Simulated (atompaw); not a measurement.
# A PAW (atompaw) potential for Ru, from input to tests

Task: generate the file, and judge it by its logarithmic derivatives, its ghosts and its cutoff.

Method: atompaw 4.2.0.5, PBEsol, scalar-relativistic.

## 1. Settings

The settings as typed:

```json
{
 "element": "ruthenium (Ru, Z = 44)",
 "type": "PAW",
 "frozen core": "[Kr]",
 "valence charge": "8",
 "reference configuration": "4d7 5s0 5p1",
 "partial waves": "5s (bound, empty): rc 2.70 bohr; 5s channel at 0.05 Ry: rc 2.70 bohr; 5p (bound): rc 1.72 bohr; 5p channel at 2.85 Ry: rc 1.72 bohr; 4d (bound): rc 2.22 bohr; 4d channel at -0.05 Ry: rc 2.70 bohr",
 "local potential": "ultrasoft scheme with l = 3 at 0 Ry, radius 2.44 bohr",
 "core correction": "smooth core density matched at 2.06 bohr",
 "augmentation charge": "sinc compensation charge, radius 2.10 bohr; PAW radius 2.70 bohr; waves and projectors: custom polynom2 7 10 vanderbiltortho"
}
```

## 2. Generation

Contents of Ru.input:

```
Ru 44
GGA-PBESOL scalarrelativistic loggrid 1500 logderivrange -2 5 176
5 5 4 0 0 0
5 0 0
5 1 1
4 2 7
0 0 0
c
c
c
c
v
c
c
c
v
c
v
2
2.70 2.10 2.44 2.06
y
0.05
n
y
2.85
n
y
-0.05
n
custom polynom2 7 10 vanderbiltortho sinc
3 0 ultrasoft
2.70
2.70
1.72
1.72
2.22
2.70
PWSCFOUT
UPFDX 0.0125d0 UPFXMIN -7.d0 UPFZMESH 44.d0
END
```

On the command line:

```sh
$ atompaw < Ru.input > Ru.log
```

What does the calculation give? Wanted: cutoffs for 10 and 1 mRy, occupied levels; bound ghosts; largest phase difference near zero energy, channels read; lowest eigenvalue of the overlap; share of valence orbitals outside the PAW sphere; UPF file.

The runs gave:

```
                                                quantity                      value
               cutoffs for 10 and 1 mRy, occupied levels            18 Ry and 55 Ry
                                            bound ghosts             p at -56.82 eV
largest phase difference near zero energy, channels read                  0.005 rad
         lowest eigenvalue of the overlap (Bessel basis)                  0.173 (d)
        share of valence orbitals outside the PAW sphere  5s 64 %, 5p 89 %, 4d 10 %
                                                UPF file                    written
```

**Reading.** It has a bound ghost (p), a state that the atom doesn't have, and that rules the file out. The potential is soft on the atom at that tolerance: the looser tolerance needs 18 Ry. The tighter tolerance needs 55 Ry, and converged work needs a cutoff nearer that. Near zero energy the phases of the channels with partial waves agree within 0.005 rad. All of this concerns the isolated atom, not yet a solid.
